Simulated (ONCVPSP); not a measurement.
**An ONCV potential for zinc, from input to tests**

Aim: build the potential from the settings below, then test how well it stands in for the atom: other configurations, scattering, ghost states and the plane-wave cutoff that it needs.

Method: ONCVPSP 4.0.1, PBE, scalar-relativistic.

### 1 Starting point

The settings as typed:

```
element                 : zinc (Zn, Z = 30)
type                    : optimised norm-conserving Vanderbilt (ONCV)
frozen core             : [Ar]
valence charge          : 12
reference configuration : 3d10 4s1.75 4p0.25
partial waves           : 4s: rc 1.80 bohr, ncon 4, nbas 7, qcut 3 1/bohr, 2 projectors, debl 3.4 Ha; 4p: rc 2.10 bohr, ncon 3, nbas 7, qcut 3.2 1/bohr, 2 projectors, debl 3.9 Ha; 3d: rc 0.80 bohr, ncon 4, nbas 9, qcut 23.5 1/bohr, 3 projectors, debl 2.4 Ha
local potential         : polynomial inside 0.50 bohr (lpopt 5, dvloc0 0 Ha)
core correction         : not asked for
```

### 2 Generating the potential

Zn.dat

```
# ATOM AND REFERENCE CONFIGURATION
# atsym  z   nc   nv     iexc    psfile
  Zn 30.00    5    3        4      upf
#
#   n    l    f
    1    0    2.00
    2    0    2.00
    2    1    6.00
    3    0    2.00
    3    1    6.00
    3    2   10.00
    4    0    1.75
    4    1    0.25
#
# PSEUDOPOTENTIAL AND OPTIMIZATION
# lmax
    2
#
#   l,   rc,      ep,       ncon, nbas, qcut
    0    1.80    0.00    4    7    3.00
    1    2.10    0.00    3    7    3.20
    2    0.80    0.00    4    9   23.50
#
# LOCAL POTENTIAL
# lloc, lpopt,  rc(5),   dvloc0
    4    5    0.50    0.00
#
# VANDERBILT-KLEINMAN-BYLANDER PROJECTORs
# l, nproj, debl
    0    2    3.40
    1    2    3.90
    2    3    2.40
#
# MODEL CORE CHARGE
# icmod, fcfact, rcfact
    0    0.00    0.00
#
# LOG DERIVATIVE ANALYSIS
# epsh1, epsh2, depsh
   -2.00    5.00    0.02
#
# OUTPUT GRID
# rlmax, drl
    6.00    0.01
#
# TEST CONFIGURATIONS
# ncnf
    4
# nvcnf
#   n    l    f
    3
    3    2   10.00
    4    0    2.00
    4    1    0.00
#
    3
    3    2   10.00
    4    0    1.00
    4    1    0.00
#
    3
    3    2   10.00
    4    0    0.00
    4    1    0.00
#
    3
    3    2   10.00
    4    0    0.00
    4    1    1.00
#
```

Launch:

```
$ oncvpsp.x < Zn.dat > Zn.out
```

Before running it: what results should come out? Wanted: cutoffs for 1 and 0.1 mHa per electron, occupied waves; bound ghosts; GHOST(+) flags; largest miss of a reference level; largest test error; largest phase difference near zero energy, channels read.

The runs gave:

| quantity | value |
| --- | --- |
| cutoffs for 1 and 0.1 mHa per electron, occupied waves | 177 Ha and 205 Ha |
| bound ghosts | s at -423.17 eV, p at -77.43 eV |
| GHOST(+) flags | s at 154 eV |
| largest miss of a reference level | 13 meV (3d) |
| largest test error (AE − PS) | +7.3 meV, for 3d10 4s0 4p1 (1 test unsolved) |
| largest phase difference near zero energy, channels read | 0.001 rad |

**Reading.** A bound ghost (s, p) makes it unfit for use: electrons can fall into a state that the atom doesn't have. The worst unpolarised test, 3d10 4s0 4p1, is off by 7.3 meV on 15.0 eV; by total energies transferability rates as good where solved. Atomic tests can pass in spite of a ghost, since they solve only for the levels asked. Of the tests 1 gave no usable energy difference, which is a warning in itself. It counts as very hard, with 177 Ha needed at the looser tolerance. At the looser tolerance the 3d wave is the slowest; 4s needs 12 Ha. Near zero energy the phases of the channels with partial waves agree within 0.001 rad. The program also flags highly localised states, GHOST(+) (s).
